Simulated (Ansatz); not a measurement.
**TlRu in Ansatz: convergence with k mesh**

Input of the first run (k mesh 3 × 3 × 2); the others differ in this setting and in those tied to it:

File input.yaml:

```yaml
crystal:
  lattice:
    - [3.54714621, 0.0, 0.0]
    - [-1.77357311, 3.07191873, 0.0]
    - [0.0, 0.0, 4.93701458]
  atoms:
    - { symbol: Tl, position: [0.0, 0.0, 0.0] }
    - { symbol: Ru, position: [0.0, 0.0, 0.5] }
hamiltonian:
  xc: lda
  pseudopotentials: { kind: nc_fr, accuracy: standard, xc_functional: pbe }
magnetization:
  noncollinear: true
  spin_orbit: true
kpoints:
  mp_grid: { grid: [3, 3, 2] }
scf:
  occupations: { method: methfessel_paxton, width: 0.05 }
output:
  forces: true
  stress: true
  eigenvalues: true
```

Potentials or basis: PseudoDojo standard (PBE files).

Launch:

```sh
$ ansatz run input.yaml --threads 2 --pin off --max-ram 5632MiB --backend cpu --events-out ev --progress --plain --runs-dir out
```

The cell was built by a generator and needn't be a form met in nature.

Hardware: 2 threads of Intel(R) Xeon(R) Platinum 8259CL CPU @ 2.50GHz (Skylake/Cascade Lake), with other jobs on the host.

```
     k mesh  energy less the tightest run, at zero smearing (meV/atom)  pressure (GPa)  SCF cycles  CPU time (s)  peak memory (GiB)
  3 × 3 × 2                                                     -23.79           -5.93          10           6.5               0.59
  4 × 4 × 3                                                     -85.76           -5.02           9           7.3                0.6
  5 × 5 × 3                                                     -78.59           -5.11           9            11               0.62
  6 × 6 × 4                                                      60.03           -4.46           9            18                0.7
  8 × 8 × 5                                                      14.76           -5.89           9            25               0.77
10 × 10 × 6                                                     -23.08           -5.93           8            42               0.95
12 × 12 × 8                                                       3.39           -5.03          10            83                1.2
14 × 14 × 9                                                       0.00           -5.59           9           100                1.4
```

Not settled before the last step: the energy (to 1 meV/atom), the pressure (to 0.1 GPa). Meshes of other sizes hit other points, so gaps and Fermi surfaces needn't settle smoothly. The tightest run that finished is the yardstick and may itself not be fully converged.

Caveat, for the tightest run too: the potentials were made for another functional, which shifts forces and pressure.
